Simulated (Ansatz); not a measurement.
The system is Hf2Pd2Se2Br2O3.

```
Hf Pd Se Br O
1.0
     7.58666   -1.70971   -1.17576
     7.58666    1.70971   -1.17576
    -2.02446    0.00000   13.05155
Hf Pd Se Br O
2 2 2 2 3
Direct
  0.94514 0.94514 0.06144
  0.60628 0.60628 0.28309
  0.17920 0.17920 0.50964
  0.32286 0.32286 0.74307
  0.92232 0.92232 0.84566
  0.78991 0.78991 0.58800
  0.58645 0.58645 0.04520
  0.24604 0.24604 0.28651
  0.59701 0.59701 0.42127
  0.38554 0.38554 0.07302
  0.03094 0.03094 0.22169
```

The cell was built by a generator and needn't be a form met in nature.

| Property | Result |
| --- | --- |
| Program | Ansatz 0.2.0 |
| Task | single point |
| Functional | PBE |
| Potentials or basis | Ansatz PAW |
| Cutoff | 420 eV (not typed: the program's choice for these potentials) |
| k mesh | 8 × 8 × 2 |
| Occupations | fermi-dirac, width 0.05 eV |
| Spin | no spin polarisation |

On this cell: pressure 0.0 GPa; largest force 0.006 eV/Å; band gap on the k mesh 0.84 eV, indirect (least direct gap 0.88 eV).

The same run follows on a disturbed copy (atoms moved at random, drawn with an rms of 0.05 Å):

```
CELL_PARAMETERS angstrom
7.58666 -1.70971 -1.17576
7.58666 1.70971 -1.17576
-2.02446 0.00000 13.05155
ATOMIC_POSITIONS crystal
Hf 0.93841 0.94841 0.05839
Hf 0.61134 0.59695 0.28087
Pd 0.19228 0.16582 0.50815
Pd 0.32687 0.31928 0.74377
Se 0.93751 0.90927 0.84705
Se 0.79108 0.79464 0.58654
Br 0.58779 0.58315 0.04574
Br 0.26115 0.23457 0.28620
O 0.58754 0.60451 0.42483
O 0.37808 0.39120 0.07066
O 0.02065 0.03957 0.22091
```

Task: What does the disturbed cell give?

Result: The energy moves by +11.6 meV/atom; pressure -0.8 GPa; largest force 1.624 eV/Å; band gap on the k mesh 0.79 eV, indirect (least direct gap 0.83 eV).

Forces in eV/Å, atoms in the order of the input:
```
Hf   0.044  0.073  0.153
Hf   0.237  0.547  1.511
Pd   0.298  0.551  0.100
Pd   0.142 -0.253 -0.160
Se  -0.124  0.307 -0.237
Se  -0.349 -0.308  0.044
Br   0.112  0.047  0.027
Br  -0.400  0.090  0.001
O    0.257 -0.329 -1.439
O   -0.114 -0.115  0.067
O   -0.103 -0.613 -0.068
```

Stress tensor (GPa, compression positive):
```
-0.60  0.55  0.06
 0.55 -0.25  0.13
 0.06  0.13 -1.43
```

Caveats: spin-orbit coupling is left out, which moves the levels of the heavy elements.

A k mesh can miss the band edges.
